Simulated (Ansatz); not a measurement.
# RuO (triplet): the correlation ladder, def2-QZVPP

The task here is to estimate one member of a computed series from the others.

Program: Ansatz 0.2.0, Gaussian basis. Level of theory: def2-QZVPP, core rule «outside noble gas», up to 5 orbitals frozen. These are calculated values, not measurements.

Plan: UHF; ROHF; CCSD(T) on UHF.

2 further runs of the same task are left out: 2 set aside as unsound or not needed.

## What is computed

The geometry is a PBE0/def2-TZVP stationary point (not a proven minimum) of the parent state, kept for this charge and spin. No spin-orbit coupling is included. Elements past krypton take def2 core potentials.

2 atoms, charge 0, spin multiplicity 3.

Atoms are counted from 1 here; the program's logs count them from 0.

Bond lengths: Ru1–O2 1.615 Å.

As a file:

| atom | x (Å) | y (Å) | z (Å) |
| --- | --- | --- | --- |
| Ru1 | 0.0000 | 0.0000 | 0.0000 |
| O2 | 0.0000 | 0.0000 | 1.6146 |

Set-up of the first run:

Contents of in.yaml:

```yaml
crystal:
  periodic: [false, false, false]
  atoms:
    - {symbol: Ru, position_ang: [0.000000, 0.000000, 0.000000]}
    - {symbol: O, position_ang: [0.000000, 0.000000, 1.614600]}
basis:
  gaussian: {orbitals: "def2-QZVPP.json"}
magnetization: {spin_polarized: true, initial_magnetization: 2}
hamiltonian: {xc: hf}
output: {orbitals: {seedname: orbitals}}
```

Started as:

```bash
ansatz run in.yaml --threads 1 --pin off --events-out ev --progress --plain --max-ram 3968MiB --backend cpu
```

Among the steps run: UHF; ROHF; CCSD(T) on UHF.

One table of the session follows, with a row left open; its other results are not shown here.

| method | from UCCSD(T) (meV) |
| --- | --- |
| ROHF | +15489.1 |
| UHF | ? |
| UMP2 | +389.7 |
| UCCSD | +921.5 |
| UCCSD(T) | 0 |

Q: Estimate the row for UHF from the others.

The run gave: from UCCSD(T) (meV): +14722.1. In the column «from UCCSD(T) (meV)» it lies between UCCSD (+921.5) and ROHF (+15489.1).

The program flags UCCSD(T) as in doubt (see the logs), so the zero of the table is itself unsure.

To keep in mind: The determinant is far from a pure spin state, so its energy mixes those of several spin states (harmless only where they are near-degenerate, as at dissociation). The program flags UCCSD(T) as in doubt, so the zero of the table is itself unsure.
